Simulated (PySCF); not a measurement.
# 2,4-dimethylpentane (C₇H₁₆): geometry, NMR shifts, electronic excitations and core binding energies

Aim: predict the NMR shifts, electronic excitations and core binding energies of 2,4-dimethylpentane (C₇H₁₆) (`CC(C)CC(C)C`).

Programs: PySCF 2.14.0, with density-fitted response routines of our own. Each step states its level of theory. These are calculated values for one molecule in the gas phase, unless marked as measured. Atoms count from 0, in the outputs and in this text.

## 1. The starting structure

23 atoms, charge 0, multiplicity 1; geometry from: GFN2-xTB.

Bonds of the start (Å): C0–C1 1.53, C1–C2 1.53, C1–C3 1.53, C3–C4 1.53, C4–C5 1.53, C4–C6 1.53, C0–H7 1.09, C0–H8 1.09, C0–H9 1.09, C1–H10 1.09, C2–H11 1.09, C2–H12 1.09, C2–H13 1.09, C3–H14 1.09, C3–H15 1.09, C4–H16 1.09, C5–H17 1.09, C5–H18 1.09, C5–H19 1.09, C6–H20 1.09, C6–H21 1.09, C6–H22 1.09.

## 2. Geometry optimisation at PBE0-D3(BJ)/def2-SVP

What the job is given:

```
{"job": {"xc": "PBE0", "basis": "def2-SVP", "d3": "d3bj", "grid": 1, "kind": "geom"}, "charge": 0, "multiplicity": 1}
C      1.928716    -0.898440     0.030232
C      1.061429     0.081996    -0.755462
C      1.932528     1.209759    -1.308336
C     -0.057637     0.679842     0.105195
C     -1.041215    -0.323436     0.718846
C     -2.071349     0.427889     1.561718
C     -1.755373    -1.151990    -0.346176
H      2.333048    -0.418684     0.919211
H      1.360216    -1.772082     0.337194
H      2.760811    -1.238293    -0.582749
H      0.613856    -0.446816    -1.602974
H      2.407572     1.755145    -0.495045
H      1.336214     1.909711    -1.889458
H      2.712428     0.810016    -1.952724
H      0.401471     1.251662     0.916409
H     -0.625572     1.383746    -0.509317
H     -0.491821    -1.000486     1.380570
H     -1.583947     1.007802     2.342248
H     -2.761046    -0.268284     2.033931
H     -2.647602     1.108447     0.938060
H     -2.506385    -1.790034     0.115153
H     -2.252316    -0.501044    -1.062717
H     -1.058779    -1.789442    -0.883730
```

**Question.** This job is followed by: GIAO PBE0/pcSseg-1 NMR shielding, non-relativistic, gas phase; TDDFT CAM-B3LYP/def2-SVPD, vertical, gas phase, core orbitals frozen in the response; delta-SCF UKS SCAN, pcX-2 on the ionised atom, pcseg-1 elsewhere, spin-free X2C. Predict these results of the whole session: point group; rotational constants (main isotopes); 13C shifts against TMS (PBE0/pcSseg-1, means over atoms taken as alike); 1H shifts against TMS (PBE0/pcSseg-1, means over atoms taken as alike); lowest singlet (CAM-B3LYP/def2-SVPD); brightest single state of those computed; lowest triplet; vertical ionisation energy (ΔSCF); C1s binding energies, SCAN/pcX-2.

As calculated:

| quantity | value |
| --- | --- |
| point group | C2 |
| rotational constants (main isotopes) | 4.12, 1.40, 1.29 GHz |
| 13C shifts against TMS (PBE0/pcSseg-1, means over atoms taken as alike) | 49.5, 26.7, 23.6 ppm |
| 1H shifts against TMS (PBE0/pcSseg-1, means over atoms taken as alike) | 1.42, 0.87, 0.82 ppm |
| lowest singlet (CAM-B3LYP/def2-SVPD) | 8.60 eV (144 nm), f = 0.040 |
| brightest single state of those computed | state 9, 9.39 eV, f = 0.089 |
| lowest triplet | 8.40 eV |
| vertical ionisation energy (ΔSCF) | 10.64 eV |
| C1s binding energies, SCAN/pcX-2 | C1 290.33, C0 290.29, C3 290.07 eV |

**Reading.** Over 3 steps the energy fell by 0.065 eV; of the close pairs, C0–H7 changed most, 1.088 to 1.103 Å. No frequency check was run at this level, so the end point may be a saddle. At PBE0/pcSseg-1: The widest tensor belongs to C3: span 47 ppm, with a paramagnetic part of -116 ppm. The first singlet state (HOMO→LUMO 0.90) lies at 8.60 eV and is weak; of the 10 states computed, the strongest absorption comes from states 9 to 10 together at 9.39 eV (the last computed, so partners may be missing). The lowest triplet lies 0.20 eV below the lowest singlet (triplets in Tamm-Dancoff, singlets in full TDDFT). ΔSCF puts the ionisation energy at 10.64 eV, 0.63 eV above −ε(HOMO). The C1s levels kept as sound span 0.26 eV, from C3 (sp3 CH2) up to C1 (sp3 CH).
